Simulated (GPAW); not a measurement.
# Li in GPAW: relaxation of the atoms with r2SCAN+D3(BJ)

Aim: the relaxation of the atoms of Li with r2SCAN+D3(BJ).

All numbers are computed with GPAW 26.7.0; they aren't measurements. Logs are shortened: lines on timing, memory, paths and dates and some standing lists are left out, and cuts for length are marked. The log counts tension as positive stress, the text compression.

## Step 1: The cell of the first run

The cell holds a slab with vacuum, 5 atoms: a = 3.111 Å, b = 3.111 Å, c = 25.186 Å, α = 90.00°, β = 90.00°, γ = 120.00°.

## Step 2: Relaxation of the atoms, r2SCAN+D3(BJ) (the (0 0 1) slab of Li, cut from the database cell, not relaxed)

run.py

```python
import numpy as np
from ase import Atoms
from ase.calculators.mixing import SumCalculator
from ase.constraints import FixAtoms
from ase.io import write
from ase.optimize import FIRE
from dftd3.ase import DFTD3
from gpaw import GPAW, PW

atoms = Atoms(['Li', 'Li', 'Li', 'Li', 'Li'],
              cell=[[3.1110021516, 0, 0.0],
                    [-1.5555010758, 2.6942068945, 0.0],
                    [0.0, 0.0, 25.186]],
              scaled_positions=[[0.3333333333, 0.6666666666, 0.2977844834],
                                [0.6666666667, 0.3333333334, 0.3988922417],
                                [0.3333333333, 0.6666666666, 0.5],
                                [0.6666666667, 0.3333333334, 0.6011077583],
                                [0.3333333333, 0.6666666666, 0.7022155166]],
              pbc=True)
atoms.pbc = (True, True, False)
atoms.set_constraint(FixAtoms([0, 1]))

calc = GPAW(mode=PW(600),
            xc='MGGA_X_R2SCAN+MGGA_C_R2SCAN',
            kpts={'size': (10, 10, 1), 'gamma': True},
            occupations={'name': 'methfessel-paxton', 'width': 0.025, 'order': 1},
            nbands=13,
            convergence={'density': 1e-05, 'energy': 1e-05},
            maxiter=80,
            poissonsolver={'dipolelayer': 'xy'},
            symmetry={'extra_ids': [1, 1, 0, 0, 0], 'tolerance': 0.001},
            txt='gpaw.txt')
atoms.calc = SumCalculator([calc, DFTD3(method='r2scan', damping='d3bj')])
opt = FIRE(atoms, trajectory='relax.traj', logfile='-')
done = opt.run(fmax=0.02, steps=60)
calc.write('gs.gpw')
write('result.traj', atoms)
print('Converged:', done)
print('Cell:', atoms.cell.cellpar().round(4))
print('Volume:', round(atoms.get_volume(), 4))
print(atoms.get_scaled_positions().round(5))

v = calc.get_electrostatic_potential().mean(axis=(0, 1))
z = np.arange(len(v)) * atoms.cell[2, 2] / len(v)
ef = calc.get_fermi_level()
np.savetxt('planar.dat', np.c_[z, v], fmt='%.4f')
below, above = np.interp([1.5, atoms.cell[2, 2] - 1.5], z, v) - ef
print(f'Work functions: bottom {below:.4f} eV, top {above:.4f} eV')
print('Dipole moment:', *calc.get_dipole_moment().round(5), 'e A')
```

Potentials or basis: GPAW PAW data sets (gpaw-data 1.2.1), pw.

Launch:

```console
$ OMP_NUM_THREADS=1 python run.py
```

gpaw.txt:

```text
__  _  _
 | _ |_)|_||  |
 |__||  | ||/\| - 26.7.0

Input parameters:
  mode=PW(ecut=600.0),
  convergence={'density': 1e-05, 'energy': 1e-05},
  kpts=MonkhorstPack(size=(10, 10, 1), gamma=True),
  maxiter=80,
  nbands=13,
  occupations=Occupations(name='methfessel-paxton', width=0.025, order=1),
  poissonsolver=PoissonSolver(dipolelayer='xy'),
  symmetry=Symmetry(extra_ids=array([1, 1, 0, 0, 0]), tolerance=0.001),
  xc=XC(name='MGGA_X_R2SCAN+MGGA_C_R2SCAN')

Diagonalizing LCAO Hamiltonian
Converting LCAO to pw mode

        Li

           Li

        Li

           Li

        Li
[... 10 lines left out ...]
Unit cell  # Å
| periodic |         x |        y |         z |   lengths |     angles |
|----------|-----------|----------|-----------|-----------|------------|
|      yes |  3.111002 | 0.000000 |  0.000000 |  3.111002 |  90.000000 |
|      yes | -1.555501 | 2.694207 |  0.000000 |  3.111002 |  90.000000 |
|       no |  0.000000 | 0.000000 | 25.186000 | 25.186000 | 120.000000 |

Number of symmetries: 6
Symmetry operations  # r_c * U_cc + t_c -> r_c
|   | kind |            matrix            |
|---|------|------------------------------|
| 0 |  σ   |  1, 1, 0,  0,-1, 0,  0, 0, 1 |
| 1 |  E   |  1, 0, 0,  0, 1, 0,  0, 0, 1 |
| 2 |  C3  |  0, 1, 0, -1,-1, 0,  0, 0, 1 |
| 3 |  σ   |  0,-1, 0, -1, 0, 0,  0, 0, 1 |
| 4 |  σ   | -1, 0, 0,  1, 1, 0,  0, 0, 1 |
| 5 |  C3  | -1,-1, 0,  1, 0, 0,  0, 0, 1 |

BZ-sampling:
  Number of BZ points: 100
  Number of IBZ points: 14

  Monkhorst-Pack size: [10, 10, 1]
  Monkhorst-Pack shift: [0.05, 0.05, 0.0]

K-points  # in reciprocal-cell coordinates
|     |                                coordinates |     weight |
|-----|--------------------------------------------|------------|
|   0 | (  0.00000000,   0.00000000,   0.00000000) | 0.01000000 |
|   1 | (  0.10000000,   0.00000000,   0.00000000) | 0.06000000 |
|   2 | (  0.20000000,  -0.10000000,   0.00000000) | 0.06000000 |
|   3 | (  0.20000000,   0.00000000,   0.00000000) | 0.06000000 |
|   4 | (  0.30000000,  -0.10000000,   0.00000000) | 0.12000000 |
|   5 | (  0.30000000,   0.00000000,   0.00000000) | 0.06000000 |
|   6 | (  0.40000000,  -0.20000000,   0.00000000) | 0.06000000 |
|   7 | (  0.40000000,  -0.10000000,   0.00000000) | 0.12000000 |
|   8 | (  0.40000000,   0.00000000,   0.00000000) | 0.06000000 |
|   9 | (  0.40000000,   0.30000000,   0.00000000) | 0.06000000 |
| ... |                                            |            |
|  13 | (  0.50000000,   0.50000000,   0.00000000) | 0.03000000 |

Plane wave coefficients: 7085
Cutoff: 600.0 eV

Spin-components: 1 (collinear spins)
Bands:           13
Projectors:      15
Spin-degeneracy: 2
Datatype:        complex128

Parallelization:
  kpt:    1
  domain: 1
  band:   1

Density:
  Valence electrons: 5.0
  Components: 1
  Grid points: [ 18  18 144]
  Charge: 0.0  # |e|

Potential:
  Grid points: [ 18  18 144]

species:
  Li:
    name:    Lithium
    Z:       3.0
    valence: 1
    core:    2
    charge:  0.0  # [|e|]
    compensation charges:
      type: gauss
      rc: 0.33  # [Å]
      lmax: 2
    cutoffs:
      filter: 1.91  # [Å]
      core: 2.55  # [Å]
    projectors
    | kind |    occ | energy [eV] | rcut [Å] |
    |------|--------|-------------|----------|
    |   2s |  1.000 |      -2.874 |    1.058 |
    |   2p |  0.000 |      -1.090 |    1.058 |
    |    s |        |      24.337 |    1.058 |

    Using partial waves for Li as LCAO basis

Reference energy: -1013.939101  # eV

eigensolver:
  PPCG
  Converge bands: occupied
  niter=2

density mixing:
  MSR1-Mixer
  Pratt-step length: 0.05
  Maximum mixing coefficient: 0.75
  Old densities: 10
  SVD Regularization: 0.005
  Good broyden scale: 1.0
  Trust region scale: 1.0
  Backstep threshold: 4.0
  History deletion threshold: 6.0
  Fourier metric: weight=20.0, sigma=0.015

occupation numbers:
  Methfessel-Paxton:
    width: 0.0250  # eV
    order: 1

<gpaw.new.pw.poisson.DipoleLayerPWPoissonSolver object>
xc functional:
  name: MGGA_X_R2SCAN+MGGA_C_R2SCAN with 2 nearest neighbor stencil

convergence criteria:
- Maximum integral of absolute [dens]ity change: 1e-05 electrons / valence electron
- Maximum [total energy] change in last 3 cyles: 1e-05 eV / valence electron
- Maximum integral of absolute [eigenst]ate change: 4e-08 eV^2 / valence electron
maximum number of iterations: 80

SCF iterations
|iter     | |      energy | eigst |  dens |
|---------|-|-------------|-------|-------|
|iter:   1| |  -11.479232 | -0.01 |       |
|iter:   2| |  -11.198079 | -1.25 | -0.64 |
|iter:   3| |  -11.142949 | -2.70 | -0.84 |
|iter:   4| |  -11.138316 | -3.10 | -1.02 |
|iter:   5| |  -11.137809 | -3.42 | -1.21 |
|iter:   6| |  -11.142819 | -3.32 | -1.47 |
|iter:   7| |  -11.143390 | -4.36 | -2.12 |
|iter:   8| |  -11.143444 | -5.31 | -2.64 |
|iter:   9| |  -11.143653 | -6.30 | -3.31 |
|iter:  10| |  -11.143442 | -5.89 | -2.21 |
|iter:  11| |  -11.143839 | -5.89 | -3.62 |
|iter:  12| |  -11.143435 | -5.62 | -2.08 |
[... 45 lines left out ...]
No gap
No difference between direct/indirect transitions
vacuum-level: 1.925  # V
Workfunctions: 3.358, 3.358 eV (top, bottom)

Forces  # eV/Ang
|        x |       y |        z |
|----------|---------|----------|
|  0.00000 | 0.00000 |  0.10554 |  # Li   0
|  0.00000 | 0.00000 | -0.05991 |  # Li   1
|  0.00000 | 0.00000 |  0.00000 |  # Li   2
|  0.00000 | 0.00000 |  0.05991 |  # Li   3
| -0.00000 | 0.00000 | -0.10554 |  # Li   4

        Li

           Li

        Li
[... 82 lines left out ...]
No gap
No difference between direct/indirect transitions
vacuum-level: 1.925  # V
Workfunctions: 3.358, 3.359 eV (top, bottom)

Forces  # eV/Ang
|        x |       y |        z |
|----------|---------|----------|
|  0.00000 | 0.00000 |  0.10537 |  # Li   0
|  0.00000 | 0.00000 | -0.05982 |  # Li   1
|  0.00000 | 0.00000 |  0.00033 |  # Li   2
|  0.00000 | 0.00000 |  0.05855 |  # Li   3
| -0.00000 | 0.00000 | -0.10443 |  # Li   4

        Li

           Li

        Li
[... 287 lines left out ...]
No gap
No difference between direct/indirect transitions
vacuum-level: 1.925  # V
Workfunctions: 3.358, 3.368 eV (top, bottom)

Forces  # eV/Ang
|        x |       y |        z |
|----------|---------|----------|
| -0.00000 | 0.00000 |  0.10389 |  # Li   0
|  0.00000 | 0.00000 | -0.05905 |  # Li   1
|  0.00000 | 0.00000 |  0.00322 |  # Li   2
|  0.00000 | 0.00000 |  0.04661 |  # Li   3
| -0.00000 | 0.00000 | -0.09461 |  # Li   4

        Li

           Li

        Li
[... 1225 lines left out ...]
No gap
No difference between direct/indirect transitions
vacuum-level: 1.933  # V
Workfunctions: 3.372, 3.494 eV (top, bottom)

Forces  # eV/Ang
|       x |       y |        z |
|---------|---------|----------|
| 0.00000 | 0.00000 |  0.08213 |  # Li   0
| 0.00000 | 0.00000 | -0.04099 |  # Li   1
| 0.00000 | 0.00000 | -0.03062 |  # Li   2
| 0.00000 | 0.00000 | -0.03859 |  # Li   3
| 0.00000 | 0.00000 |  0.02804 |  # Li   4

        Li

           Li

        Li
[... 294 lines left out ...]
No gap
No difference between direct/indirect transitions
vacuum-level: 1.940  # V
Workfunctions: 3.394, 3.500 eV (top, bottom)

Forces  # eV/Ang
|        x |       y |        z |
|----------|---------|----------|
|  0.00000 | 0.00000 |  0.07993 |  # Li   0
| -0.00000 | 0.00000 | -0.05939 |  # Li   1
|  0.00000 | 0.00000 | -0.05425 |  # Li   2
| -0.00000 | 0.00000 |  0.02243 |  # Li   3
|  0.00000 | 0.00000 |  0.01140 |  # Li   4

        Li

           Li

        Li
[... 195 lines left out ...]
Forces  # eV/Ang
|       x |        y |        z |
|---------|----------|----------|
| 0.00000 | -0.00000 |  0.07771 |  # Li   0
| 0.00000 |  0.00000 | -0.10442 |  # Li   1
| 0.00000 |  0.00000 | -0.00034 |  # Li   2
| 0.00000 |  0.00000 |  0.01628 |  # Li   3
| 0.00000 |  0.00000 |  0.01070 |  # Li   4

# Writing to gs.gpw (mode='')
```

Run time: 33 min. Hardware: 1 thread of AMD EPYC 7R43 (Zen 3), shared host; peak memory 0.25 GiB.

What came out:

| Property | Result |
| --- | --- |
| Free energy | -11.4555 eV |
| Energy gained by relaxing | 3.1 meV/atom |
| Ionic steps | 22 |
| Band gap on the k mesh | none (metal or under the smearing width) |
| Dispersion energy per atom | -0.061 eV |
| Dipole across the slab | 0.00 e·Å |
| Work function of the upper face | 3.42 eV |
| Work function of the lower face | 3.51 eV |

The path:
| step | energy change (eV) | largest force (eV/Å) |
| --- | --- | --- |
| 1 | 0.0000 | 0.1225 |
| 2 | -0.0002 | 0.1224 |
| 3 | -0.0005 | 0.1220 |
| 4 | -0.0010 | 0.1215 |
| 5 | -0.0016 | 0.1209 |
| 6 | -0.0023 | 0.1200 |
| 7 | -0.0031 | 0.1190 |
| 8 | -0.0040 | 0.1178 |
| 9 | -0.0049 | 0.1164 |
| 10 | -0.0058 | 0.1147 |
| 11 | -0.0068 | 0.1128 |
| 12 | -0.0076 | 0.1104 |
| 13 | -0.0084 | 0.1079 |
| 14 | -0.0091 | 0.1053 |
| 15 | -0.0098 | 0.1029 |
| 16 | -0.0105 | 0.1008 |
| 17 | -0.0113 | 0.0991 |
| 18 | -0.0122 | 0.0981 |
| 19 | -0.0130 | 0.0975 |
| 20 | -0.0139 | 0.0971 |
| 21 | -0.0149 | 0.0966 |
| 22 | -0.0155 | 0.0952 |

Final structure:
```
Li
1.0
     3.11100    0.00000    0.00000
    -1.55550    2.69421    0.00000
     0.00000    0.00000   25.18600
Li
5
Cartesian
  0.0000 1.7961 7.5000
  1.5555 0.8981 10.0465
  0.0000 1.7961 12.5171
  1.5555 0.8981 14.9807
  0.0000 1.7961 17.3860
```

Caveat: the cutoff is short for stress and forces, so pressures can be off by a GPa or more; later steps reuse the first step's grids; this smearing can pin the Fermi level at a band edge; the PAW data sets were made with another functional, which shifts forces and pressure a little.
